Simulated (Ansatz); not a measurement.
# C2H5NOSi: one species, many methods

An exercise on one series of results from a longer session: the logs are not shown, and one member is left open.

Program: Ansatz 0.2.0, Gaussian basis. Level of theory: functionals in def2-TZVPP, the program's frozen cores in correlated methods. These are calculated values, not measurements.

Plan: LDA (SPW92), PBE-D4, revPBE-D4, BLYP-D4, r2SCAN-D4, B97M-V, PBE0-D4, B3LYP-D4, r2SCANh-D4, r2SCAN0-D4, HSE06-D4, BHLYP-D4, CAM-B3LYP-D4, LC-ωPBE, ωB97X-V, ωB97M-V, B2PLYP, PBE-QIDH; CCSD(T)/def2-SVP; CCSD(T)/def2-TZVPP; MP2/def2-QZVPP; extrapolation to the limit; RPA on PBE.

## Structure used throughout

All runs share one geometry, relaxed beforehand with PBE0-D4 in a triple-zeta def2 set.

10 atoms, charge 0, spin multiplicity 1.

Atoms are counted from 1 here; the program's logs count them from 0.

Bond lengths: O1–C2 1.169 Å, C2–N3 1.195 Å, N3–C4 1.432 Å, C4–Si5 1.896 Å, C4–H6 1.093 Å, C4–H7 1.095 Å, Si5–H8 1.485 Å, Si5–H9 1.484 Å, Si5–H10 1.487 Å. Angles: O1–C2–N3 173.9°, C2–N3–C4 140.9°, N3–C4–Si5 111.7°, N3–C4–H6 108.5°, N3–C4–H7 110.8°, Si5–C4–H6 109.1°, Si5–C4–H7 109.9°, H6–C4–H7 106.7°, C4–Si5–H8 108.9°, C4–Si5–H9 109.6°, C4–Si5–H10 109.0°, H8–Si5–H9 109.6°, H8–Si5–H10 109.9°, H9–Si5–H10 109.9°.

Set-up of the first run:

Input file in.yaml:

```yaml
crystal:
  periodic: [false, false, false]
  atoms:
    - {symbol: O, position_ang: [-1.838563, -2.568095, 0.807122]}
    - {symbol: C, position_ang: [-1.335359, -1.732640, 0.162914]}
    - {symbol: N, position_ang: [-0.931101, -0.870863, -0.560090]}
    - {symbol: C, position_ang: [0.254116, -0.114457, -0.833369]}
    - {symbol: Si, position_ang: [0.604502, 1.157697, 0.527890]}
    - {symbol: H, position_ang: [0.120196, 0.406990, -1.784233]}
    - {symbol: H, position_ang: [1.117492, -0.776980, -0.956814]}
    - {symbol: H, position_ang: [0.787487, 0.444357, 1.817892]}
    - {symbol: H, position_ang: [-0.538589, 2.097494, 0.637534]}
    - {symbol: H, position_ang: [1.842918, 1.905298, 0.183955]}
basis:
  gaussian: {orbitals: def2-TZVPP}
hamiltonian: {xc: lda}
output: {orbitals: {seedname: orbitals}}
```

On the command line:

```bash
$ ansatz run in.yaml --threads 4 --pin off --events-out ev --progress --plain --max-ram 10444MiB
```

Among the steps run: LDA; PBE-D4 (GGA); revPBE-D4 (GGA); BLYP-D4 (GGA); r2SCAN-D4 (meta-GGA); B97M-V (meta-GGA); PBE0-D4 (hybrid); B3LYP-D4 (hybrid); r2SCANh-D4 (hybrid); r2SCAN0-D4 (hybrid); HSE06-D4 (hybrid); BHLYP-D4 (hybrid); CAM-B3LYP-D4 (range-separated); LC-ωPBE (range-separated); ωB97X-V (range-separated); ωB97M-V (range-separated); B2PLYP (double hybrid); PBE-QIDH (double hybrid).

One of the session's tables, all rows but one given; the rest of the session is left out.

It belongs to the step «Frontier levels by functional». 

```
  functional  HOMO (eV)  gap (eV)
 LDA (SPW92)      -6.64      5.46
      PBE-D4      -6.46      5.52
   revPBE-D4      -6.39      5.55
     BLYP-D4      -6.33      5.47
   r2SCAN-D4      -6.71      6.13
      B97M-V      -6.79      6.04
     PBE0-D4      -7.76      7.69
    B3LYP-D4      -7.54      7.20
  r2SCANh-D4      -7.19      6.94
  r2SCAN0-D4          ?         ?
    HSE06-D4      -7.36      6.91
    BHLYP-D4      -8.98      9.68
CAM-B3LYP-D4      -9.10      9.95
     LC-ωPBE     -10.40     12.48
     ωB97X-V     -10.05     11.96
     ωB97M-V      -9.95     11.52
```

Q: Estimate the row for r2SCAN0-D4 from the others.

Worked estimate for «HOMO (eV)». Against the share of exact exchange, r2SCAN-D4 (0, -6.71), r2SCANh-D4 (0.1, -7.19) give a slope of -4.80 per unit share; at 0.25 the line stands at -7.91.

As computed: HOMO (eV): -7.93; gap (eV): 8.12. In «HOMO (eV)» the line misses by +0.02.
